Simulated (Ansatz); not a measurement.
# H₇InNSbSi: one species, many methods

Aim: compute H₇InNSbSi with functionals from several rungs and with coupled cluster. The yardstick is the atomisation energy at the CCSD(T) limit.

The runs use Ansatz 0.2.0, Gaussian basis; functionals in def2-TZVPP, the program's frozen cores in correlated methods.

Levels to be run: LDA (SPW92), PBE-D4, revPBE-D4, BLYP-D4, r2SCAN-D4, B97M-V, PBE0-D4, B3LYP-D4, r2SCANh-D4, r2SCAN0-D4, HSE06-D4, BHLYP-D4, CAM-B3LYP-D4, LC-ωPBE, ωB97X-V, ωB97M-V, B2PLYP, PBE-QIDH; CCSD(T)/def2-SVP; CCSD(T)/def2-TZVPP; MP2/def2-QZVPP; extrapolation to the limit; RPA on PBE.

## Step 1: The geometry

The geometry comes from an earlier relaxation with PBE0-D4 in a triple-zeta def2 set; it is a stationary point, not always the lowest conformer. Sb, In take the def2 core potential; no spin-orbit term is included.

SMILES `[NH2][Sb]([SiH3])[InH2]`, 11 atoms, charge 0, spin multiplicity 1.

Atoms are counted from 1 here; the program's logs count them from 0.

Bond lengths: N1–Sb2 2.076 Å, N1–H5 1.014 Å, N1–H6 1.013 Å, Sb2–Si3 2.591 Å, Sb2–In4 2.783 Å, Si3–H7 1.513 Å, Si3–H8 1.487 Å, Si3–H9 1.484 Å, In4–H10 1.723 Å, In4–H11 1.722 Å. Angles: Sb2–N1–H5 109.6°, Sb2–N1–H6 111.1°, H5–N1–H6 107.0°, N1–Sb2–Si3 89.9°, N1–Sb2–In4 91.3°, Si3–Sb2–In4 71.7°, Sb2–Si3–H7 111.4°, Sb2–Si3–H8 112.3°, Sb2–Si3–H9 110.6°, H7–Si3–H8 105.2°, H7–Si3–H9 105.9°, H8–Si3–H9 111.1°, Sb2–In4–H10 116.1°, Sb2–In4–H11 119.4°, H10–In4–H11 124.5°.

Geometry (Å):

```xyz
11

N    -1.7032    1.2213   -0.3598
Sb   -1.1269    0.0230    1.2347
Si    1.3533    0.6119    0.7725
In   -0.0812   -1.8878   -0.4969
H    -2.2583    1.9976   -0.0183
H    -2.2828    0.7062   -1.0116
H     1.8748   -0.1102   -0.4510
H     2.2487    0.1931    1.8837
H     1.5021    2.0601    0.4844
H    -0.4807   -1.6996   -2.1627
H     0.9542   -3.1156    0.1248
```

## Step 2: LDA

This LDA is Slater exchange with PW92 correlation.

File in.yaml:

```yaml
crystal:
  periodic: [false, false, false]
  atoms:
    - {symbol: N, position_ang: [-1.703215, 1.221332, -0.359766]}
    - {symbol: Sb, position_ang: [-1.126931, 0.023033, 1.234739]}
    - {symbol: Si, position_ang: [1.353346, 0.611856, 0.772537]}
    - {symbol: In, position_ang: [-0.081236, -1.887840, -0.496883]}
    - {symbol: H, position_ang: [-2.258281, 1.997596, -0.018308]}
    - {symbol: H, position_ang: [-2.282772, 0.706211, -1.011629]}
    - {symbol: H, position_ang: [1.874834, -0.110210, -0.450995]}
    - {symbol: H, position_ang: [2.248657, 0.193144, 1.883747]}
    - {symbol: H, position_ang: [1.502130, 2.060118, 0.484418]}
    - {symbol: H, position_ang: [-0.480698, -1.699603, -2.162665]}
    - {symbol: H, position_ang: [0.954167, -3.115636, 0.124804]}
basis:
  gaussian: {orbitals: def2-TZVPP}
hamiltonian: {xc: lda}
output: {orbitals: {seedname: orbitals}}
```

Started as:

```bash
$ ansatz run in.yaml --threads 2 --pin off --events-out ev --progress --plain --max-ram 32768MiB --backend cuda --devices 0, --max-vram 18GiB
```

The runs that follow: PBE-D4 (GGA); revPBE-D4 (GGA); BLYP-D4 (GGA); r2SCAN-D4 (meta-GGA); B97M-V (meta-GGA); PBE0-D4 (hybrid); B3LYP-D4 (hybrid); r2SCANh-D4 (hybrid); r2SCAN0-D4 (hybrid); HSE06-D4 (hybrid); BHLYP-D4 (hybrid); CAM-B3LYP-D4 (range-separated); LC-ωPBE (range-separated); ωB97X-V (range-separated); ωB97M-V (range-separated); B2PLYP (double hybrid); PBE-QIDH (double hybrid); CCSD(T) in def2-SVP; CCSD(T) in def2-TZVPP; MP2 in def2-QZVPP; RPA on PBE orbitals.

Before running them: what should the planned runs give, taken together? Wanted: atomisation energy, CCSD(T)/CBS; farthest beyond LDA; mean size of error, GGA; mean size of error, meta-GGA; mean size of error, hybrid; mean size of error, range-separated; mean size of error, double hybrid; gap, smallest and largest; T1 diagnostic.

**Answer**, as computed:

```
                               quantity                                                     value
        atomisation energy, CCSD(T)/CBS                                             2853.7 kJ/mol
 functionals within 28.5 kJ/mol (1.0 %)  PBE-D4, B97M-V, B3LYP-D4, CAM-B3LYP-D4, ωB97X-V, ωB97M-V
                    farthest beyond LDA                                   PBE-QIDH (-93.4 kJ/mol)
                mean size of error, GGA                                               45.1 kJ/mol
           mean size of error, meta-GGA                                               22.2 kJ/mol
             mean size of error, hybrid                                               62.5 kJ/mol
    mean size of error, range-separated                                               34.7 kJ/mol
      mean size of error, double hybrid                                               90.1 kJ/mol
              gap, smallest and largest                  3.13 eV (LDA (SPW92)), 9.18 eV (LC-ωPBE)
                          T1 diagnostic                                                    0.0146
triples share of the correlation energy                                                     3.4 %
```

**Reading.** LDA overbinds by 382.9 kJ/mol (13 %). PBE-D4 is off by -18.1 kJ/mol. Double hybrids carry the basis error of their MP2 part in triple zeta, and no dispersion term here, so their miss is partly the set-up's. Taken by rung, meta-GGA functionals do best (22.2 kJ/mol on average) and double hybrid ones worst beyond LDA (90.1 kJ/mol). The gap between the best rungs is small, so their order is not settled. Misses under about 28.5 kJ/mol are within the doubt on the reference itself, which lacks core-valence correlation, spin-orbit coupling and higher excitations, and its outer-core shells are covered unevenly. All levels share the lack of spin-orbit coupling, which lowers the free heavy atoms and so the true binding. Hartree-Fock recovers 66 % of the binding; the rest is correlation. CCSD(T) in def2-SVP is off by -306.7 kJ/mol, which most functionals beat. The gap grows from 3.1 to 9.2 eV across the functionals, mostly with the share of exact exchange. Correlated methods include outer-core shells of In, Sb, which these sets cover unevenly.
